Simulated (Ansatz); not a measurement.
# SnAsH5 (SMILES [AsH2][SnH3]): single points off equilibrium

The task here is to estimate one member of a computed series from the others.

Computed with Ansatz 0.2.0, Gaussian basis. Level: single points in def2-TZVPP.

Correlated methods freeze the cores. Filled d shells of the heavier atoms are correlated. Core potentials replace the inner electrons past krypton, and spin-orbit coupling is left out.

### Starting geometry

SMILES `[AsH2][SnH3]`, 7 atoms, charge 0, spin multiplicity 1.

Atoms are counted from 1 here; the program's logs count them from 0.

Bond lengths: As1–Sn2 2.691 Å, As1–H3 1.233 Å, As1–H4 1.521 Å, Sn2–H5 1.780 Å, Sn2–H6 1.642 Å, Sn2–H7 1.576 Å. Angles: Sn2–As1–H3 99.4°, Sn2–As1–H4 91.9°, H3–As1–H4 90.7°, As1–Sn2–H5 117.7°, As1–Sn2–H6 112.3°, As1–Sn2–H7 114.1°, H5–Sn2–H6 99.5°, H5–Sn2–H7 108.0°, H6–Sn2–H7 103.4°.

Coordinates:

```mol
AsH5Sn
  3D, bonds by distance, orders not assigned

  7  6  0  0  0  0  0  0  0  0999 V2000
   -1.0191   -1.4638    0.3904 As  0  0
    0.1862    0.9048   -0.0295 Sn  0  0
   -0.0605   -2.1017    0.8308 H   0  0
   -0.7059   -1.9304   -1.0228 H   0  0
   -0.7119    2.1409   -0.9436 H   0  0
    0.4395    1.7310    1.3662 H   0  0
    1.6292    0.7900   -0.6524 H   0  0
  1  2  8  0
  1  3  8  0
  1  4  8  0
  2  5  8  0
  2  6  8  0
  2  7  8  0
M  END
```

Set-up of the first run:

run/in.yaml

```yaml
crystal:
  periodic: [false, false, false]
  atoms:
    - {symbol: As, position_ang: [-1.019100, -1.463800, 0.390400]}
    - {symbol: Sn, position_ang: [0.186200, 0.904800, -0.029500]}
    - {symbol: H, position_ang: [-0.060500, -2.101700, 0.830800]}
    - {symbol: H, position_ang: [-0.705900, -1.930400, -1.022800]}
    - {symbol: H, position_ang: [-0.711900, 2.140900, -0.943600]}
    - {symbol: H, position_ang: [0.439500, 1.731000, 1.366200]}
    - {symbol: H, position_ang: [1.629200, 0.790000, -0.652400]}
basis:
  gaussian: {orbitals: def2-TZVPP}
correlation: {method: ccsd_t}
output: {forces: true}
```

The command line of these runs was not kept.

Steps of the session up to this table: CCSD(T)/def2-TZVPP; PBE0-D4/def2-TZVPP; wB97M-V/def2-TZVPP; r2SCAN-D4/def2-TZVPP; PBE-D4/def2-TZVPP; SPW92/def2-TZVPP; B97M-V/def2-TZVPP.

One of the session's tables, all rows but one given; the rest of the session is left out.

| method | RMS force component (eV/Å) | angle to CCSD(T) forces (°) | dipole (D) |
| --- | --- | --- | --- |
| CCSD(T) | 3.317 | reference | 0.87 |
| PBE0-D4 | 3.382 | 1.1 | 0.87 |
| wB97M-V | ? | ? | ? |
| r2SCAN-D4 | 3.342 | 1.1 | 0.88 |
| PBE-D4 | 3.415 | 2.9 | 0.84 |
| SPW92 | 3.357 | 2.0 | 0.81 |
| B97M-V | 3.318 | 2.2 | 0.94 |

Estimate the missing values for wB97M-V.

The run gave: RMS force component (eV/Å): 3.342; angle to CCSD(T) forces (°): 0.4; dipole (D): 0.87.
